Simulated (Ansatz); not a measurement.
# CH3CuF3OP: a ladder of functionals and wavefunction methods

An exercise on one series of results from a longer session: the logs are not shown, and one member is left open.

The runs use Ansatz 0.2.0, Gaussian basis; functionals in def2-TZVPP, the program's frozen cores in correlated methods.

The runs, in order: LDA (SPW92), PBE-D4, revPBE-D4, BLYP-D4, r2SCAN-D4, B97M-V, PBE0-D4, B3LYP-D4, r2SCANh-D4, r2SCAN0-D4, HSE06-D4, BHLYP-D4, CAM-B3LYP-D4, LC-ωPBE, ωB97X-V, ωB97M-V, B2PLYP, PBE-QIDH; CCSD(T)/def2-SVP; MP2/def2-TZVPP; MP2/def2-QZVPP; RPA on PBE.

## The geometry

The geometry comes from an earlier relaxation with PBE0-D4 in a triple-zeta def2 set; it is a stationary point, not always the lowest conformer.

SMILES `C[O][Cu-][P+](F)(F)F`, 10 atoms, charge 0, spin multiplicity 1.

Atoms are counted from 1 here; the program's logs count them from 0.

Bond lengths: C1–O2 1.386 Å, C1–H8 1.099 Å, C1–H9 1.101 Å, C1–H10 1.101 Å, O2–Cu3 1.764 Å, Cu3–P4 2.088 Å, P4–F5 1.549 Å, P4–F6 1.549 Å, P4–F7 1.549 Å. Angles: O2–C1–H8 109.8°, O2–C1–H9 112.9°, O2–C1–H10 113.0°, H8–C1–H9 106.9°, H8–C1–H10 106.9°, H9–C1–H10 107.0°, C1–O2–Cu3 132.8°, O2–Cu3–P4 177.7°, Cu3–P4–F5 119.1°, Cu3–P4–F6 117.6°, Cu3–P4–F7 118.3°, F5–P4–F6 99.5°, F5–P4–F7 99.4°, F6–P4–F7 99.1°.

Geometry (Å):

```
C     0.34901   -1.95723    1.48201
O     0.93899   -0.86542    0.86429
Cu    0.31088    0.39325   -0.19971
P    -0.35580    1.91995   -1.45850
F     0.57253    3.12959   -1.73101
F    -1.64642    2.67406   -1.05250
F    -0.73247    1.55713   -2.91678
H     1.09420   -2.48683    2.09245
H    -0.05517   -2.68813    0.76422
H    -0.47575   -1.67637    2.15551
```

Set-up of the first run:

File in.yaml:

```yaml
crystal:
  periodic: [false, false, false]
  atoms:
    - {symbol: C, position_ang: [0.349005, -1.957233, 1.482013]}
    - {symbol: O, position_ang: [0.938992, -0.865417, 0.864291]}
    - {symbol: Cu, position_ang: [0.310880, 0.393251, -0.199713]}
    - {symbol: P, position_ang: [-0.355804, 1.919947, -1.458495]}
    - {symbol: F, position_ang: [0.572533, 3.129587, -1.731014]}
    - {symbol: F, position_ang: [-1.646422, 2.674060, -1.052499]}
    - {symbol: F, position_ang: [-0.732465, 1.557132, -2.916777]}
    - {symbol: H, position_ang: [1.094201, -2.486832, 2.092454]}
    - {symbol: H, position_ang: [-0.055172, -2.688134, 0.764219]}
    - {symbol: H, position_ang: [-0.475747, -1.676371, 2.155512]}
basis:
  gaussian: {orbitals: def2-TZVPP}
hamiltonian: {xc: lda}
output: {orbitals: {seedname: orbitals}}
```

Launch:

```bash
$ ansatz run in.yaml --threads 4 --pin off --events-out ev --progress --plain --max-ram 11315MiB
```

Among the steps run: LDA; PBE-D4 (GGA); revPBE-D4 (GGA); BLYP-D4 (GGA); r2SCAN-D4 (meta-GGA); B97M-V (meta-GGA); B3LYP-D4 (hybrid); r2SCANh-D4 (hybrid); r2SCAN0-D4 (hybrid); HSE06-D4 (hybrid); BHLYP-D4 (hybrid); CAM-B3LYP-D4 (range-separated); LC-ωPBE (range-separated); ωB97X-V (range-separated); ωB97M-V (range-separated); B2PLYP (double hybrid); PBE-QIDH (double hybrid).

One table of the session follows, with a row left open; its other results are not shown here.

It belongs to the step «Orbital energies across the functionals». 

```
  functional  HOMO (eV)  LUMO (eV)  gap (eV)
 LDA (SPW92)      -5.41      -2.64      2.76
      PBE-D4      -5.20      -2.35      2.84
   revPBE-D4      -5.11      -2.23      2.88
     BLYP-D4      -5.10      -2.23      2.87
   r2SCAN-D4      -5.39      -2.20      3.19
      B97M-V      -5.42      -2.24      3.18
     PBE0-D4      -6.41      -1.56      4.85
    B3LYP-D4      -6.23      -1.78      4.45
  r2SCANh-D4      -5.86      -1.91      3.95
  r2SCAN0-D4      -6.58      -1.47      5.11
    HSE06-D4      -6.01      -1.93      4.08
    BHLYP-D4      -7.66      -0.68      6.98
CAM-B3LYP-D4      -7.81      -0.51      7.30
     LC-ωPBE      -9.10       0.71      9.81
     ωB97X-V          ?          ?         ?
     ωB97M-V      -8.73       0.43      9.16
```

Q: Estimate the row for ωB97X-V from the others.

**Answer.** HOMO (eV): -8.77; LUMO (eV): 0.58; gap (eV): 9.35. In the column «HOMO (eV)» it lies between LC-ωPBE (-9.10) and ωB97M-V (-8.73).
